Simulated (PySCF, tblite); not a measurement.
# C₆H₇OP: geometry, infrared bands and NMR shifts

What infrared bands and NMR shifts should C₆H₇OP (`COc1ccpcc1`) show?

Programs: tblite 0.8.0 and PySCF 2.14.0, with density-fitted response routines of our own. Each step states its level of theory. These are calculated values for one molecule in the gas phase, unless marked as measured. Atoms count from 0, in the outputs and in this text.

### 1 The molecule as given

15 atoms, charge 0, multiplicity 1; geometry from: force field or distance geometry start.

Bonds of the start (Å): C0–O1 1.40, O1–C2 1.39, C2–C3 1.37, C3–C4 1.38, C4–P5 1.75, P5–C6 1.76, C6–C7 1.37, C7–C2 1.36, C0–H8 1.10, C0–H9 1.12, C0–H10 1.11, C3–H11 1.10, C4–H12 1.09, C6–H13 1.08, C7–H14 1.10.

### 2 Relaxing the molecule with GFN2-xTB

Job settings and geometry (Å):

```
{"job": {"kind": "relax", "xc": "GFN2-xTB", "basis": "xTB"}, "charge": 0, "multiplicity": 1}
C      2.451500     0.195600    -0.097900
O      1.390200    -0.716700    -0.150300
C      0.043000    -0.374100    -0.041300
C     -0.856500    -1.404900    -0.116000
C     -2.226300    -1.282300    -0.025200
P     -2.846900     0.345400     0.153200
C     -1.516200     1.493500     0.205300
C     -0.258700     0.948600     0.102900
H      2.601300     0.498700     0.954100
H      3.382000    -0.363200    -0.355800
H      2.276500     1.037600    -0.798900
H     -0.479500    -2.437300    -0.223700
H     -2.877700    -2.158400    -0.080300
H     -1.656300     2.557200     0.318300
H      0.569200     1.668100     0.133600
```

On the command line:

```bash
$ OMP_NUM_THREADS=1 python probes_run.py task.json out
```

One launch serves the whole session: the jobs run in the order shown.

**Question.** This job is followed by: GFN2-xTB harmonic vibrations, gas phase; GIAO PBE0/pcSseg-1 NMR shielding, non-relativistic, gas phase. Predict these results of the whole session: strongest single infrared mode (GFN2-xTB); zero-point energy (GFN2-xTB); 13C shifts against TMS (PBE0/pcSseg-1, means over atoms taken as alike); 1H shifts against TMS (PBE0/pcSseg-1, means over atoms taken as alike); 17O shifts against H2O (PBE0/pcSseg-1); 31P shifts against H3PO4 (PBE0/pcSseg-1).

**Answer**, as computed:

| quantity | value |
| --- | --- |
| strongest single infrared mode (GFN2-xTB) | 1240 cm⁻¹, 229 km/mol |
| zero-point energy (GFN2-xTB) | 70.9 kcal/mol |
| 13C shifts against TMS (PBE0/pcSseg-1, means over atoms taken as alike) | 167.5, 166.5, 125.3, 55.5 ppm |
| 1H shifts against TMS (PBE0/pcSseg-1, means over atoms taken as alike) | 9.17, 7.67, 4.00 ppm |
| 17O shifts against H2O (PBE0/pcSseg-1) | 117.6 ppm |
| 31P shifts against H3PO4 (PBE0/pcSseg-1) | 181.8 ppm |

**Reading.** Relaxing lowered the energy by 0.577 eV in 45 steps; the close pair that moved most is O1–C2, from 1.394 to 1.364 Å. No mode is imaginary among the 39: a minimum at this level. The strongest single mode, at 1240 cm⁻¹, is spread over several atoms, C2, H13, H12, O1 among them. Unscaled tight-binding wavenumbers are off by several per cent, some by more. Its intensities can rank the bands wrongly. At PBE0/pcSseg-1: The largest span, 631 ppm, is at P5, where the paramagnetic term is -830 ppm. NICS(1)zz of -26 ppm above the planar ring from C2 marks a diatropic (aromatic) ring current.
